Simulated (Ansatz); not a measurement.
# Ta2Si2O: the cost of one run

Program: Ansatz 0.2.0. Level of theory: DFT PBE, scalar-relativistic, plane waves, PAW. These are calculated values, not measurements.

### 1 The system as given

Symmetry: P6/mmm, No. 191, hexagonal system. Conventional cell: a = 4.185 Å, b = 4.185 Å, c = 5.753 Å, α = 90.00°, β = 90.00°, γ = 120.00°. Ta (site symmetry 6mm) is surrounded by 1 O at 1.68 Å. Si (site symmetry -6m2) is surrounded by 3 Si at 2.42 Å and 6 Ta at 2.70 Å. Around O (site symmetry 6/mmm) lie 2 Ta at 1.68 Å.

Structure file:

```cif
data_structure
_symmetry_space_group_name_H-M 'P6/mmm'
_symmetry_Int_Tables_number 191
_cell_length_a 4.1850
_cell_length_b 4.1850
_cell_length_c 5.7529
_cell_angle_alpha 90.000
_cell_angle_beta 90.000
_cell_angle_gamma 120.000
_cell_volume 87.26
loop_
_atom_site_label
_atom_site_type_symbol
_atom_site_symmetry_multiplicity
_atom_site_Wyckoff_symbol
_atom_site_fract_x
_atom_site_fract_y
_atom_site_fract_z
_atom_site_occupancy
Ta1 Ta 2 e 0.00000 0.00000 0.70776 1
Si1 Si 2 d 0.33333 0.66667 0.50000 1
O1 O 1 a 0.00000 0.00000 0.00000 1
```

The cell is invented: random cell by space group and Wyckoff sites (P6/mmm, No. 191). Its size is a rough estimate.

### 2 Probe: one point on a coarse mesh

The input, input.yaml:

```yaml
crystal:
  lattice:
    - [4.18503055, 0.0, 0.0]
    - [-2.09251528, 3.62434277, 0.0]
    - [0.0, 0.0, 5.75293226]
  atoms:
    - { symbol: Ta, position: [0.0, 0.0, 0.70776346] }
    - { symbol: Ta, position: [0.0, 0.0, 0.29223654] }
    - { symbol: Si, position: [0.33333333, 0.66666667, 0.5] }
    - { symbol: Si, position: [0.66666667, 0.33333333, 0.5] }
    - { symbol: O, position: [0.0, 0.0, 0.0] }
basis:
  ecutwfc: 420
kpoints:
  mp_grid: { grid: [6, 6, 4] }
hamiltonian:
  xc: pbe
scf:
  occupations: { method: gaussian, width: 0.1 }
  lower_state_search: "off"
output:
  forces: true
  stress: true
  eigenvalues: true
```

On the command line:

```sh
$ ansatz run input.yaml --threads 1 --pin off --max-ram 2560MiB --backend cpu --events-out ev --progress --plain --runs-dir out
```

Q: Estimate wall time and peak memory on 1 thread of Intel Xeon 6975P-C (Granite Rapids), shared host.

About 1.7 s, with a peak of 0.4 GiB.
